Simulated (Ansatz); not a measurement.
# C2H8FGaS: small, medium and large basis sets

How large a basis does C2H8FGaS need? Two functionals are run in growing sets.

The runs use Ansatz 0.2.0, Gaussian basis; one geometry, several basis sets.

The runs, in order: PBE0-D4/def2-SVP; ωB97M-V/def2-SVP; PBE0-D4/def2-QZVPP; ωB97M-V/def2-QZVPP; the functionals' def2-TZVPP values are taken from earlier runs.

**1. Structure used throughout**

An earlier PBE0-D4 in a triple-zeta def2 set relaxation fixed the geometry.

SMILES `[CH3][Ga-]([CH3])([F])[SH2+]`, 13 atoms, charge 0, spin multiplicity 1.

Atoms are counted from 1 here; the program's logs count them from 0.

Bond lengths: C1–Ga2 1.965 Å, C1–H6 1.092 Å, C1–H7 1.092 Å, C1–H8 1.093 Å, Ga2–C3 1.963 Å, Ga2–F4 1.803 Å, Ga2–S5 2.686 Å, C3–H9 1.093 Å, C3–H10 1.092 Å, C3–H11 1.091 Å, S5–H12 1.346 Å, S5–H13 1.343 Å. Angles: Ga2–C1–H6 111.6°, Ga2–C1–H7 110.6°, Ga2–C1–H8 110.2°, H6–C1–H7 109.0°, H6–C1–H8 107.6°, H7–C1–H8 107.8°, C1–Ga2–C3 131.4°, C1–Ga2–F4 112.5°, C1–Ga2–S5 100.8°, C3–Ga2–F4 112.3°, C3–Ga2–S5 100.1°, F4–Ga2–S5 85.8°, Ga2–C3–H9 110.0°, Ga2–C3–H10 111.6°, Ga2–C3–H11 110.6°, H9–C3–H10 107.8°, H9–C3–H11 107.8°, H10–C3–H11 108.8° and more.

Coordinates:

```mol
C2H8FGaS
  3D, bonds by distance, orders not assigned

 13 12  0  0  0  0  0  0  0  0999 V2000
   -1.3933   -1.1945    0.5622 C   0  0
   -0.0948   -0.1034   -0.4301 Ga  0  0
    1.7628   -0.4564   -0.9582 C   0  0
   -0.8877    1.1206   -1.4897 F   0  0
    0.2841    1.9221    1.2925 S   0  0
   -0.9865   -1.5325    1.5179 H   0  0
   -2.3085   -0.6289    0.7465 H   0  0
   -1.6604   -2.0823   -0.0165 H   0  0
    1.7907   -1.2124   -1.7471 H   0  0
    2.3553   -0.8265   -0.1190 H   0  0
    2.2305    0.4495   -1.3474 H   0  0
   -0.1039    2.6494    0.2283 H   0  0
   -0.9678    1.8605    1.7754 H   0  0
  1  2  8  0
  2  3  8  0
  2  4  8  0
  2  5  8  0
  1  6  8  0
  1  7  8  0
  1  8  8  0
  3  9  8  0
  3 10  8  0
  3 11  8  0
  5 12  8  0
  5 13  8  0
M  END
```

**2. PBE0-D4 in def2-SVP**

in.yaml

```yaml
crystal:
  periodic: [false, false, false]
  atoms:
    - {symbol: C, position_ang: [-1.393292, -1.194456, 0.562163]}
    - {symbol: Ga, position_ang: [-0.094839, -0.103409, -0.430109]}
    - {symbol: C, position_ang: [1.762766, -0.456431, -0.958212]}
    - {symbol: F, position_ang: [-0.887654, 1.120574, -1.489730]}
    - {symbol: S, position_ang: [0.284108, 1.922114, 1.292459]}
    - {symbol: H, position_ang: [-0.986547, -1.532491, 1.517859]}
    - {symbol: H, position_ang: [-2.308520, -0.628872, 0.746462]}
    - {symbol: H, position_ang: [-1.660406, -2.082318, -0.016452]}
    - {symbol: H, position_ang: [1.790664, -1.212350, -1.747124]}
    - {symbol: H, position_ang: [2.355255, -0.826524, -0.118962]}
    - {symbol: H, position_ang: [2.230512, 0.449537, -1.347400]}
    - {symbol: H, position_ang: [-0.103925, 2.649366, 0.228329]}
    - {symbol: H, position_ang: [-0.967823, 1.860460, 1.775419]}
basis:
  gaussian: {orbitals: def2-SVP}
hamiltonian: {xc: pbe0, dispersion: d4}
output: {orbitals: {seedname: orbitals}}
```

Started as:

```console
$ ansatz run in.yaml --threads 8 --pin off --events-out ev --progress --plain --max-ram 18278MiB
```

Further steps of the session: ωB97M-V in def2-SVP; PBE0-D4 in def2-QZVPP; ωB97M-V in def2-QZVPP.

Q: Predict the results of all the runs planned. Wanted: PBE0-D4: double and triple zeta above quadruple; ωB97M-V: double and triple zeta above quadruple.

As calculated:

| quantity | value |
| --- | --- |
| PBE0-D4: double and triple zeta above quadruple | 18.13, 1.80 eV |
| ωB97M-V: double and triple zeta above quadruple | 18.27, 1.74 eV |

**Reading.** PBE0-D4 gains 16.33 eV from double to triple zeta, then 1.80 eV more. Total energies overstate the basis error of differences, where much of it tends to cancel. The LUMO of ωB97M-V is positive and keeps falling with the basis (2.17 to 1.05 eV): an unbound level that the basis holds in place.
